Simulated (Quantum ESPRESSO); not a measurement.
Runs of Quantum ESPRESSO 7.5 on NbTe2. It takes space group R-3m (No. 166, trigonal). The conventional cell has a = 4.187 Å, b = 4.187 Å, c = 18.990 Å, α = 90.00°, β = 90.00°, γ = 120.00°. Nb (site symmetry -3m) is surrounded by 6 Te at 2.87 Å. Around Te (site symmetry 3m) lie 3 Nb at 2.87 Å. The cell was built by a generator and needn't be a form met in nature.

```csv
level,U,gap on the mesh (eV),pressure (GPa),moment (μB),largest force (eV/Å)
PBEsol+U,Nb d U = 1 eV,none,-4.4,1.02,0.16
PBEsol+U,Nb d U = 4 eV,none,-1.6,1.04,0.38
PBEsol+U,Nb d U = 3 eV,none,-2.6,1.04,0.33
PBEsol,-,none,-5.1,0.93,(a)
PBEsol+U,Nb d U = 8 eV,none,3.0,2.73,(b)
```

Alike in all rows: task single point; potentials or basis PseudoDojo 0.4.1 SR PBEsol standard; spin collinear, ferromagnetic start; cell as given; k mesh 5 × 5 × 5; cutoff (eV) 1116; smearing gaussian 0.05 eV.

Problem. Fill in the values left out.

Solution. (a) 0.09; (b) 0.88.

Caveats: the U is typed as a test and isn't derived for this compound (some runs).

A k mesh can miss the band edges, and the runs leave out spin-orbit coupling on Nb, Te.

A gap of «none» marks a metal or a gap under the smearing width.
